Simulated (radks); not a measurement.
# Cs inside a hard spherical wall

One table from this session's results is given with a row withheld; the runs are named, their logs left out.

Method: scalar-relativistic Kohn-Sham, PBE, spin-polarised, spherical densities, finite nucleus; open shells are filled with parallel spins first. Code: radks (a radial shooting solver on a logarithmic mesh, Libxc functionals) version 1.

### The atom as given

* element: caesium (Z = 55)
* charge: 0
* electrons: 55
* configuration: [Xe] 6s1
* nuclear rms radius: 4.8041 fm

Outer shells as boxes (Hund's rule):

Cs
```
[Xe] core
6s [↑ ]
```

Set-up of the first run:

The run's settings:

```text
Z 55
configuration [Xe] 6s1 5d0 6p0 7s0
relativity scalar-relativistic
functional pbe,pbe
spin polarised
nucleus finite rms 4.8041 fm
c 137.035999084
```

Steps of the session up to this table: The free atom; Wall at 15 bohr; Wall at 10 bohr; Wall at 8 bohr; Wall at 7 bohr; Wall at 5 bohr; Wall at 4 bohr; Wall at 3 bohr; Wall at 2.5 bohr; Wall at 2 bohr; Wall at 1.5 bohr.

One table of the session follows, with a row left open; its other results are not shown here.

```
R (bohr)  E − E(free) (eV)  ε(6s) (eV)  ε(6p, empty) (eV)  ε(5d, empty) (eV)  ε(7s, empty) (eV)
    free             0.000      -2.267             -0.868             -0.519                  -
      15             0.007      -2.247             -0.779             -0.464              0.678
      10             0.221      -1.872              0.068             -0.000              4.227
       8             0.855      -1.015              1.634              0.711              9.286
       7             1.727       0.036              3.387              1.409             14.376
       5             9.077       7.289             13.876              5.245             40.771
       4            27.513      21.146             31.417             11.830             79.411
       3            111.77      66.354             83.448             32.726             183.21
     2.5            258.05      126.19             148.98             60.744             306.22
       2                 ?           ?                  ?                  ?                  ?
     1.5            2244.4      637.31             678.69             314.62             1221.6
```

Q: Estimate the row for R (bohr) = 2 from the others.

Worked estimate for «E − E(free) (eV)». A straight line through the neighbours (2.5, 258.05) and (1.5, 2244.4) gives 258.05 + (2244.4 − 258.05) × (2 − 2.5) / (1.5 − 2.5) = 1251.23; a parabola fitted to 3 rows on both sides gives 968.93.

As computed: E − E(free) (eV): 682.05; ε(6s) (eV): 262.47; ε(6p, empty) (eV): 293.56; ε(5d, empty) (eV): 126.56; ε(7s, empty) (eV): 565.43. In «E − E(free) (eV)» the line misses by +569.18 and the parabola by +286.88.

From R = 7 bohr inwards the highest occupied level lies above zero, pushed up by confinement. Shells are not refilled when levels cross, and a hard wall is a model, not a crystal.
